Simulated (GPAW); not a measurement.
RuAu in GPAW: the effect of strain uniaxial z

RuAu:

```
CELL_PARAMETERS angstrom
3.16481 0.00000 0.00000
0.00000 3.16481 0.00000
0.00000 0.00000 2.97492
ATOMIC_POSITIONS crystal
Ru 0.00000 0.00000 0.00000
Au 0.50000 0.50000 0.50000
```

The cell was built by a generator and needn't be a form met in nature.

Alike in all runs:

```yaml
Program: GPAW 26.7.0
Task: single point
Functional: PBE
Potentials_or_basis: GPAW PAW data sets (gpaw-data 1.2.1)
Cutoff: 600 eV
Basis: pw
k_mesh: 8 × 8 × 8
Occupations: fermi-dirac, width 0.05 eV
Spin: no spin polarisation
Maxiter: 150
```

```csv
strain uniaxial z,pressure (GPa)
-0.06,17.6
-0.04,?
-0.02,6.6
-0.01,4.2
0,2.0
0.01,-0.1
0.02,-2.1
0.04,-5.7
0.06,-8.9
```

**Question.** What does the run with strain uniaxial z -0.04 give?

**Answer.** Pressure 11.7 GPa.

Worked out: A parabola through the other rows of the pressure, of slope -273 GPa per unit of strain uniaxial z there, gives 11.9 GPa, against the run's 11.7.

Caveats: with this Au data set, volumes or pressures lay over 1.5 % or 2 GPa off other programs in two to four cells of ten; the density grid can change from cell to cell, which puts small steps into energies and stress.
